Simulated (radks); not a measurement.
**K³⁺ in [Ne] 3s2 3p4: an all-electron calculation**

The task here is to estimate one member of a computed series from the others.

Program: radks (a radial shooting solver on a logarithmic mesh, Libxc functionals) version 1. Level of theory: scalar-relativistic Kohn-Sham, PBEsol, spin-polarised, spherical densities, point nucleus; open shells are filled with parallel spins first. These are calculated values, not measurements, unless marked.

### What is computed

* element: potassium (Z = 19)
* charge: +3
* electrons: 16
* configuration: [Ne] 3s2 3p4

Outer shells as boxes (Hund's rule):

K³⁺
```
[Ne] core
3s [↑↓]
3p [↑↓][↑ ][↑ ]
```

The first run:

Input:

```text
Z 19
configuration [Ne] 3s2 3p4
relativity scalar-relativistic
functional pbe_sol,pbe_sol
spin polarised
nucleus point
c 137.035999084
```

The run is started by

```console
$ python run_ks.py task.json out
```

The same process makes all the runs of this session.

Among the steps run: Self-consistent calculation.

One table of the session follows, with a row left open; its other results are not shown here.

It belongs to the step «Orbitals and density». Sizes of the orbitals, from the radial functions (bohr):

```
  level      <r>  outermost maximum (interpolated)  90 % within  nodes
  1s up  0.08113                            0.0531        0.145      0
1s down  0.08112                            0.0531        0.145      0
  2s up   0.3877                             0.318        0.604      1
2s down   0.3875                             0.318        0.604      1
  2p up   0.3502                             0.262        0.579      0
2p down   0.3500                             0.263        0.578      0
  3s up    1.199                              1.05         1.78      2
3s down    1.205                              1.05         1.79      2
  3p up        ?                                 ?            ?      ?
3p down    1.301                              1.11         1.98      1
```

Q: Estimate the row for 3p up from the others.

As computed: <r>: 1.288; outermost maximum (interpolated): 1.10; 90 % within: 1.95; nodes: 1. In the column «<r>» it lies between 3s down (1.205) and 3p down (1.301).

Caveats from the session: Open shells are spherical and high-spin; term and fine-structure splittings are not resolved.
